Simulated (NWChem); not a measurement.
# C10H14 (butylbenzene): levels of theory compared

Wanted: a comparison of 3 runs (HF/STO-3G, HF/3-21G, B3LYP/6-31G*) of C10H14 (butylbenzene). 

Program for the calculation: NWChem 7.3.0.

## 1. The molecule

C10H14 has 24 atoms, charge 0, and is taken as a singlet. SMILES: `CCCCc1ccccc1`. The shape is that of a PBE0-D4/def2-TZVP optimisation. This is one conformer, not always the lowest.

Some bond lengths: C1–C2 1.520 Å, C2–C3 1.523 Å, C3–C4 1.528 Å, C4–C5 1.500 Å, C5–C6 1.392 Å, C6–C7 1.386 Å, C7–C8 1.387 Å, C8–C9 1.387 Å, C5–C10 1.392 Å, C9–C10 1.386 Å, C1–H11 1.092 Å, C1–H12 1.092 Å, C1–H13 1.094 Å, C2–H14 1.095 Å, C2–H15 1.097 Å, C3–H16 1.096 Å. Some angles: C1–C2–C3 114.1°, C2–C3–C4 114.0°, C3–C4–C5 112.2°, C4–C5–C6 120.8°, C4–C5–C10 120.9°, C6–C5–C10 118.3°, C5–C6–C7 121.0°, C6–C7–C8 120.1°, C7–C8–C9 119.5°, C8–C9–C10 120.1°.

## 2. Energy and gradient at HF/STO-3G (run 1)

File c10h14.nw:

```
start c10h14
title "C10H14"
memory stack 880 mb heap 220 mb global 1100 mb

geometry units angstroms noautosym nocenter noautoz
  C    -0.052300   -3.429900    0.822300
  C    -1.226900   -2.469300    0.731200
  C    -0.906600   -1.160900    0.021500
  C     0.114400   -0.290700    0.752900
  C     0.359300    1.009600    0.047300
  C     1.353100    1.119900   -0.920700
  C     1.551800    2.307400   -1.608000
  C     0.755700    3.410100   -1.336700
  C    -0.237400    3.314700   -0.373200
  C    -0.431400    2.124300    0.310200
  H     0.765800   -3.019500    1.418800
  H    -0.349000   -4.374200    1.284200
  H     0.345000   -3.657400   -0.171400
  H    -2.050700   -2.960300    0.202800
  H    -1.601500   -2.250400    1.738300
  H    -0.536200   -1.370600   -0.989000
  H    -1.826800   -0.581500   -0.108300
  H    -0.245900   -0.096300    1.769100
  H     1.059800   -0.831400    0.852100
  H     1.983000    0.261900   -1.134600
  H     2.334400    2.373300   -2.355500
  H     0.911500    4.340700   -1.870200
  H    -0.861400    4.172800   -0.149600
  H    -1.207800    2.057900    1.066200
end

basis spherical bse
  * library STO-3G
end

scf
  singlet
  rhf
  thresh 1e-08
  maxiter 80
  noprint "final vectors analysis"
end

task scf gradient
```

The run is started by

```bash
$ nwchem c10h14.nw > c10h14.out
```

The log of the run:

```text
[...]
  functions       =    64
[...]
  wavefunction    = RHF
[...]
         Total SCF energy =   -382.212429807401
      One-electron energy =  -1493.110692349910
      Two-electron energy =    619.479333732332
 Nuclear repulsion energy =    491.418928810177
        Time for solution =     17.9s
[...]
                         RHF ENERGY GRADIENTS
    atom               coordinates                        gradient
                 x          y          z           x          y          z
   1 C      -0.098833  -6.481571   1.553922   -0.020945   0.016338   0.000044
   2 C      -2.318505  -4.666300   1.381768    0.025176   0.006309  -0.012857
   3 C      -1.713226  -2.193783   0.040629    0.008524  -0.009364   0.026480
   4 C       0.216185  -0.549343   1.422775   -0.011695   0.012101  -0.028478
   5 C       0.678979   1.907867   0.089384   -0.003137  -0.021497   0.012742
   6 C       2.556988   2.116304  -1.739871   -0.002118   0.001697   0.001104
   7 C       2.932477   4.360354  -3.038679   -0.000734  -0.000019  -0.000082
   8 C       1.428066   6.444155  -2.525997   -0.000084  -0.000326   0.000113
   9 C      -0.448621   6.263875  -0.705246    0.000007  -0.000471  -0.000577
  10 C      -0.815228   4.014345   0.586193    0.002245  -0.000891  -0.001889
  11 H       1.447152  -5.706028   2.681143    0.005620   0.001434   0.003179
[...]
```

It took 21 s on 1 thread of Intel Xeon Platinum 8488C (Sapphire Rapids), shared host; peak memory 0.098 GiB.

## 3. Energy and forces at HF/3-21G (run 2)

File c10h14.nw:

```
start c10h14
memory total 2200 mb

geometry units angstroms noautosym nocenter noautoz
   C     -0.052300    -3.429900     0.822300
   C     -1.226900    -2.469300     0.731200
   C     -0.906600    -1.160900     0.021500
   C      0.114400    -0.290700     0.752900
   C      0.359300     1.009600     0.047300
   C      1.353100     1.119900    -0.920700
   C      1.551800     2.307400    -1.608000
   C      0.755700     3.410100    -1.336700
   C     -0.237400     3.314700    -0.373200
   C     -0.431400     2.124300     0.310200
   H      0.765800    -3.019500     1.418800
   H     -0.349000    -4.374200     1.284200
   H      0.345000    -3.657400    -0.171400
   H     -2.050700    -2.960300     0.202800
   H     -1.601500    -2.250400     1.738300
   H     -0.536200    -1.370600    -0.989000
   H     -1.826800    -0.581500    -0.108300
   H     -0.245900    -0.096300     1.769100
   H      1.059800    -0.831400     0.852100
   H      1.983000     0.261900    -1.134600
   H      2.334400     2.373300    -2.355500
   H      0.911500     4.340700    -1.870200
   H     -0.861400     4.172800    -0.149600
   H     -1.207800     2.057900     1.066200
end

basis spherical bse
   * library 3-21G
end

scf
   thresh 1e-08
   maxiter 80
   noprint "final vectors analysis"
end

task scf gradient
```

The run is started by

```bash
$ nwchem c10h14.nw > c10h14.out
```

The log of the run:

```text
[...]
  functions       =   118
[...]
  wavefunction    = RHF
[...]
         Total SCF energy =   -384.695415055741
      One-electron energy =  -1492.792882541312
      Two-electron energy =    616.678538675395
 Nuclear repulsion energy =    491.418928810177
        Time for solution =     24.7s
[...]
                         RHF ENERGY GRADIENTS
    atom               coordinates                        gradient
                 x          y          z           x          y          z
   1 C      -0.098833  -6.481571   1.553922   -0.014709   0.010665  -0.000237
   2 C      -2.318505  -4.666300   1.381768    0.018544   0.003105  -0.008485
   3 C      -1.713226  -2.193783   0.040629    0.006773  -0.006244   0.019123
   4 C       0.216185  -0.549343   1.422775   -0.009693   0.005055  -0.018076
   5 C       0.678979   1.907867   0.089384   -0.000933  -0.011530   0.008066
   6 C       2.556988   2.116304  -1.739871   -0.003475   0.005260   0.000833
   7 C       2.932477   4.360354  -3.038679   -0.003750  -0.000605   0.003428
   8 C       1.428066   6.444155  -2.525997   -0.000876  -0.004779   0.002645
   9 C      -0.448621   6.263875  -0.705246    0.002694  -0.004228  -0.001025
  10 C      -0.815228   4.014345   0.586193    0.004439   0.000711  -0.004597
  11 H       1.447152  -5.706028   2.681143    0.004889   0.001909   0.002903
[...]
```

It took 28 s on 1 thread of Intel Xeon Platinum 8488C (Sapphire Rapids), shared host; peak memory 0.098 GiB.

## 4. Energy and forces at B3LYP/6-31G(d) (Cartesian functions) (run 3)

File a.nw:

```
start a
title "C10H14"
memory stack 880 mb heap 220 mb global 1100 mb
charge 0

geometry units bohr noautosym nocenter noautoz
  C     -0.09883268    -6.48157163     1.55392179
  C     -2.31850498    -4.66630072     1.38176774
  C     -1.71322570    -2.19378306     0.04062911
  C      0.21618467    -0.54934338     1.42277480
  C      0.67897860     1.90786750     0.08938405
  C      2.55698842     2.11630429    -1.73987084
  C      2.93247700     4.36035406    -3.03867961
  C      1.42806603     6.44415506    -2.52599691
  C     -0.44862098     6.26387519    -0.70524579
  C     -0.81522785     4.01434521     0.58619304
  H      1.44715227    -5.70602803     2.68114343
  H     -0.65951442    -8.26604001     2.42678629
  H      0.65195551    -6.91148433    -0.32389906
  H     -3.87526136    -5.59415625     0.38323646
  H     -3.02639639    -4.25263967     3.28491092
  H     -1.01327115    -2.59005863    -1.86893914
  H     -3.45215168    -1.09887574    -0.20465734
  H     -0.46468365    -0.18198063     3.34311449
  H      2.00273175    -1.57111830     1.61023563
  H      3.74732691     0.49491927    -2.14408326
  H      4.41137667     4.48488701    -4.45124989
  H      1.72248536     8.20273419    -3.53416580
  H     -1.62781008     7.88544917    -0.28270303
  H     -2.28241121     3.88886739     2.01482599
end

basis
  C library 6-31G*
  H library 6-31G*
end

dft
  xc b3lyp
  mult 1
  grid fine
  convergence energy 1e-08
  iterations 100
  mulliken
  print low
end

task dft gradient
```

The run is started by

```bash
$ nwchem a.nw > a.out
```

The log of the run:

```text
[...]
 d= 0,ls=0.0,diis     1   -389.4072791540 -8.81D+02  5.24D-03  1.03D+00    11.9
[...]
 d= 0,ls=0.0,diis    10   -389.5054786572 -2.01D-09  1.71D-07  7.91D-10   106.9
         Total DFT energy =     -389.505478657234
      One electron energy =    -1497.616195592809
           Coulomb energy =      676.263195221740
    Exchange-Corr. energy =      -59.571371750358
 Nuclear repulsion energy =      491.418893464193
[...]
      Total Density - Mulliken Population Analysis
     ---------------------------------------------
    Atom       Charge   Shell Charges
 -----------   ------   -------------------------------------------------------
    1 C    6     6.45   1.99  0.68  2.13  0.63  0.99  0.03
    2 C    6     6.25   1.99  0.68  2.11  0.59  0.85  0.03
    3 C    6     6.24   1.99  0.68  2.11  0.59  0.85  0.03
    4 C    6     6.35   1.99  0.68  2.13  0.61  0.92  0.03
    5 C    6     5.82   1.99  0.72  2.08  0.45  0.58  0.01
    6 C    6     6.18   1.99  0.71  2.09  0.52  0.86  0.01
    7 C    6     6.13   1.99  0.71  2.09  0.51  0.82  0.01
    8 C    6     6.13   1.99  0.71  2.09  0.51  0.82  0.01
    9 C    6     6.13   1.99  0.71  2.09  0.51  0.82  0.01
   10 C    6     6.18   1.99  0.71  2.09  0.52  0.86  0.01
[...]
                         DFT ENERGY GRADIENTS
    atom               coordinates                        gradient
                 x          y          z           x          y          z
   1 C      -0.098833  -6.481572   1.553922   -0.003019   0.003324  -0.000581
   2 C      -2.318505  -4.666301   1.381768    0.004476   0.001433  -0.001450
   3 C      -1.713226  -2.193783   0.040629    0.002368  -0.000652   0.003575
   4 C       0.216185  -0.549343   1.422775   -0.002495   0.000284  -0.003769
   5 C       0.678979   1.907868   0.089384   -0.000339   0.001043  -0.001275
   6 C       2.556988   2.116304  -1.739871   -0.004383   0.004829   0.001741
   7 C       2.932477   4.360354  -3.038680   -0.005120  -0.000444   0.005012
   8 C       1.428066   6.444155  -2.525997   -0.001011  -0.006081   0.003453
   9 C      -0.448621   6.263875  -0.705246    0.004151  -0.005706  -0.001387
  10 C      -0.815228   4.014345   0.586193    0.004960  -0.000445  -0.004670
  11 H       1.447152  -5.706028   2.681143   -0.001846  -0.000455  -0.001204
[...]
```

Wall time 2.2 min (1 thread of Intel Xeon Platinum 8488C (Sapphire Rapids), shared host); peak memory 0.14 GiB.

## 5. All runs side by side

| run | level | Cartesian functions | iteration cap | energy (Eh) | dipole moment (D) | largest force (eV/Å) | wall time |
| --- | --- | --- | --- | --- | --- | --- | --- |
| 1 | HF/STO-3G | no | 80 | -382.212430 | 0.33 | 1.701 | 21 s |
| 2 | HF/3-21G | no | 80 | -384.695415 | 0.37 | 1.091 | 28 s |
| 3 | B3LYP/6-31G* (Cartesian functions) | yes | 100 | -389.505479 | – | 0.370 | 2.2 min |

## 6. Results

```
                       quantity          value
            run 3: total energy  -389.50548 Eh
run 3: largest force on an atom     0.370 eV/Å
```

In run 1 the basis is minimal, so the values are rough. All runs together took 3 min, the longest 2.2 min.
